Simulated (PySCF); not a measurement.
# CoO(OH)2: relaxation and vibrations of the doublet

The task is one start of a wider search on CoO(OH)2: the doublet, from a T-shaped (ligand arrangement 1) start. It is relaxed, tested by its Hessian and followed downhill if it is a saddle.

Program: PySCF 2.14.0. Level of theory: PBE0, basis Co def2-TZVP, O def2-TZVP, H def2-TZVP, no relativity, density fitting. These are calculated values, not measurements.

### Step 1. Where the work starts

6 atoms, charge 0, spin multiplicity 2.

Bond lengths: Co1–O2 1.600 Å, Co1–O3 1.740 Å, Co1–O4 1.740 Å, O3–H5 0.960 Å, O4–H6 0.960 Å. Angles: O2–Co1–O3 88.0°, O2–Co1–O4 88.0°, O3–Co1–O4 176.0°, Co1–O3–H5 130.0°, Co1–O4–H6 130.0°.

Z-matrix (Å, degrees; charge 0 multiplicity 2):
```
Co
O  1 1.6000
O  1 1.7400 2 88.00
O  1 1.7400 2 88.00 3 180.00
H  3 0.9600 1 130.00 2 89.99
H  4 0.9600 1 130.00 2 89.99
```

### Step 2. First SCF at the start

The steps below are one call of a driver around PySCF. For each, scf.py gives the equivalent set-up of the SCF; relaxations use the driver's own optimiser. After this first run the driver tries any further starts and a stability analysis.

File scf.py:

```python
from pyscf import gto, scf, dft
mol = gto.M(atom='''
Co     0.000000     0.000000     0.000000
O      0.000000     0.000000     1.600000
O      1.738900     0.000000     0.060700
O     -1.738900     0.000000     0.060700
H      2.355600    -0.735400     0.082300
H     -2.355600     0.735400     0.082300''',
    basis={'Co': 'def2-TZVP', 'O': 'def2-TZVP', 'H': 'def2-TZVP'},
    charge=0, spin=1)
mf = dft.UKS(mol, xc='PBE0')
mf.grids.atom_grid = (50, 194)
aux = {'Co': 'def2-universal-JKFIT', 'O': 'def2-universal-JKFIT', 'H': 'def2-universal-JKFIT'}
mf = mf.density_fit(auxbasis=aux)
mf.conv_tol = 1e-08
mf.diis_space = 10
mf.max_cycle = 60
mf.init_guess = 'minao'
mf.verbose = 4
mf.kernel()
```

The run is started by

```
OMP_NUM_THREADS=4 python axn.py task.json out
```

Further steps of the session: Relaxing the doublet from the T-shaped (ligand arrangement 1) start; Hessian and properties.

What does the calculation give? Wanted: minimum; geometry; wavenumbers; dipole moment; highest occupied, lowest empty level; polar-tensor charge of Co1; zero-point energy; atomisation energy; ⟨S²⟩.

**Answer**, as computed:

| quantity | value |
| --- | --- |
| minimum | doublet, C2 |
| geometry | Co–O 1.538 Å, Co–O 1.709 Å (×2), O–H 0.966 Å (×2); Co–O–H 111.1° (×2), O–Co–O 117.5°, O–Co–O 121.3° (×2) |
| wavenumbers (cm⁻¹) | 165 (b), 207 (a), 231 (b), 386 (a), 464 (b), 680 (a), 769 (b), 836 (b), 857 (a), 1024 (a), 3804 (b), 3808 (a) |
| dipole moment | 1.52 D |
| highest occupied, lowest empty level (either spin) | -8.54, -4.18 eV |
| polar-tensor charge of Co1 | +1.35 e |
| zero-point energy | 79.1 kJ/mol |
| entropy at 298.15 K | 310.4 J/(mol K) |
| atomisation energy (no zero-point energy) | 1774 kJ/mol |
| ⟨S²⟩ | 0.963 |

The T-shaped (ligand arrangement 1) start keeps its C2 symmetry and ends in a minimum. In the infrared the band at 3804 cm⁻¹ (b) leads. Most of the spin sits on Co1 (Mulliken spin 0.91, against 1 for the whole molecule). Other starts or spin states, not run here, may lie lower. The determinant is spin-contaminated (⟨S²⟩ = 0.96, pure value 0.75). One determinant may miss the lowest occupation of an open d or f shell.
